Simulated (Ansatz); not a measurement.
# C2H5FGa radical: basis-set convergence

One table from this session's results is given with a row withheld; the runs are named, their logs left out.

Computed with Ansatz 0.2.0, Gaussian basis. Level: one geometry, several basis sets.

Plan: PBE0-D4/def2-SVP; ωB97M-V/def2-SVP; PBE0-D4/def2-QZVPP; ωB97M-V/def2-QZVPP; the functionals' def2-TZVPP values are taken from earlier runs.

## The geometry

All runs share one geometry, relaxed beforehand with PBE0-D4 in a triple-zeta def2 set.

9 atoms, charge 0, spin multiplicity 2.

Atoms are counted from 1 here; the program's logs count them from 0.

Bond lengths: C1–Ga2 1.925 Å, C1–H5 1.086 Å, C1–H6 1.086 Å, Ga2–C3 1.948 Å, Ga2–F4 1.771 Å, C3–H7 1.092 Å, C3–H8 1.092 Å, C3–H9 1.090 Å. Angles: Ga2–C1–H5 123.8°, Ga2–C1–H6 121.8°, H5–C1–H6 114.5°, C1–Ga2–C3 133.8°, C1–Ga2–F4 112.0°, C3–Ga2–F4 114.1°, Ga2–C3–H7 109.6°, Ga2–C3–H8 109.5°, Ga2–C3–H9 112.2°, H7–C3–H8 107.5°, H7–C3–H9 109.0°, H8–C3–H9 108.9°.

The first run:

Input file in.yaml:

```yaml
crystal:
  periodic: [false, false, false]
  atoms:
    - {symbol: C, position_ang: [-1.145911, 1.625748, -0.048996]}
    - {symbol: Ga, position_ang: [-0.469060, -0.161372, 0.179024]}
    - {symbol: C, position_ang: [1.261022, -0.999770, -0.137827]}
    - {symbol: F, position_ang: [-1.701209, -1.262167, 0.816004]}
    - {symbol: H, position_ang: [-0.551936, 2.452607, -0.427680]}
    - {symbol: H, position_ang: [-2.171549, 1.884417, 0.197508]}
    - {symbol: H, position_ang: [1.139342, -1.841620, -0.822544]}
    - {symbol: H, position_ang: [1.652524, -1.395023, 0.801996]}
    - {symbol: H, position_ang: [1.986766, -0.302810, -0.557475]}
basis:
  gaussian: {orbitals: def2-SVP}
magnetization: {spin_polarized: true, initial_magnetization: 1}
hamiltonian: {xc: pbe0, dispersion: d4}
output: {orbitals: {seedname: orbitals}}
```

The run is started by

```bash
ansatz run in.yaml --threads 4 --pin off --events-out ev --progress --plain --max-ram 10444MiB
```

Among the steps run: PBE0-D4 in def2-SVP; ωB97M-V in def2-SVP; PBE0-D4 in def2-QZVPP; ωB97M-V in def2-QZVPP.

One of the session's tables, all rows but one given; the rest of the session is left out.

It belongs to the step «Functionals by basis». 

```
functional       basis  HOMO (eV)  LUMO (eV)
   PBE0-D4    def2-SVP      -7.36      -2.76
   PBE0-D4  def2-TZVPP      -7.43      -2.89
   PBE0-D4  def2-QZVPP      -7.45      -2.92
   ωB97M-V    def2-SVP      -9.37      -0.88
   ωB97M-V  def2-TZVPP      -9.45      -1.10
   ωB97M-V  def2-QZVPP          ?          ?
```

Q: Estimate the row for ωB97M-V, def2-QZVPP from the others.

The run gave: HOMO (eV): -9.46; LUMO (eV): -1.19. In the column «HOMO (eV)» it is the lowest.
